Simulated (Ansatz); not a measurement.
# LiMg: the cost of one run

All numbers are computed with Ansatz 0.2.0, driven from Python. The levels of theory stand in the script.

### 1 The system

It takes space group Cmmm (No. 65, orthorhombic). The conventional cell has a = 3.449 Å, b = 4.924 Å, c = 4.888 Å, α = 90.00°, β = 90.00°, γ = 90.00°. Around Li (site symmetry mmm) lie 4 Mg at 2.99 Å and 4 Li at 3.01 Å. Around Mg (site symmetry mmm) lie 4 Li at 2.99 Å and 4 Mg at 3.01 Å.

The script holds or builds the structure itself.

### 2 Script

paw_lapw.py

```python
# -*- coding: utf-8 -*-
"""PAW against all-electron LAPW for LiMg."""

import ansatz as az
import numpy as np

XC = "pbesol"
K_SPACING = 0.24
FILLING = "Fermi-Dirac"
SMEARING_WIDTH = 0.1


def count_gap(report):
    # lowest empty less highest filled band, counting bands; zero where they overlap
    return max(report.get("gap_by_band_count_ev") or 0.0, 0.0)


def main():
    crystal = (
        az.Lattice.from_parameters(3.005911, 3.005911, 4.888413, alpha=90.0, beta=90.0, gamma=109.97679)
        .atom("Li", [0.0, 0.0, 0.0])
        .atom("Mg", [0.5, 0.5, 0.5])
    )

    base = (
        crystal.calculation()
        .functional(XC)
        .kpoints(spacing=K_SPACING)
        .occupations(FILLING, width=SMEARING_WIDTH)
        .stress()
        .forces()
        .band_table()
    )
    variants = {
        "PAW": base.pseudopotentials("paw"),
        "LAPW": base.pseudopotentials("all_electron", lapw=True),
    }
    # totals differ by the cores that each treatment holds, so compare what does not depend on them
    rows = []
    for label, variant in variants.items():
        data = variant.run(threads=1).report
        levels = np.array(data["eigenvalues_ev"][0]) - data["fermi_energy_ev"]
        print(label, "levels at the first k-point near E_F:", np.round(levels[np.abs(levels) < 5], 3))
        rows.append((label, data["n_electrons"], np.trace(data["stress_gpa"]) / 3, count_gap(data)))
    lines = [",".join(["treatment", "electrons in bands", "P GPa", "gap by band count eV"])] + [",".join(f"{v:.4f}" if isinstance(v, float) else str(v) for v in row) for row in rows]
    print("\n".join(lines))
    with open("paw_lapw.csv", "w") as handle:
        handle.write("\n".join(lines) + "\n")


if __name__ == "__main__":
    main()
```

### 3 The calls as engine input

The engine receives this input (first run):

```yaml
crystal:
  lattice:
    a: 3.005911
    b: 3.005911
    c: 4.888413
    alpha: 90.0
    beta: 90.0
    gamma: 109.97679
  atoms:
    - { symbol: Li, position: [0.0, 0.0, 0.0] }
    - { symbol: Mg, position: [0.5, 0.5, 0.5] }
kpoints:
  mp_grid:
    kspacing: 0.24
hamiltonian:
  xc: pbesol
  pseudopotentials:
    kind: paw
scf:
  occupations:
    method: fermi_dirac
    width: 0.1
output:
  forces: true
  stress: true
  eigenvalues: true
```

### 4 Launch

Launch:

```
python paw_lapw.py
```

**Question.** How long does this script take on 1 thread of Arm Neoverse V2, shared host, and how much memory does it need?

About 10 s, with a peak of 0.46 GiB.
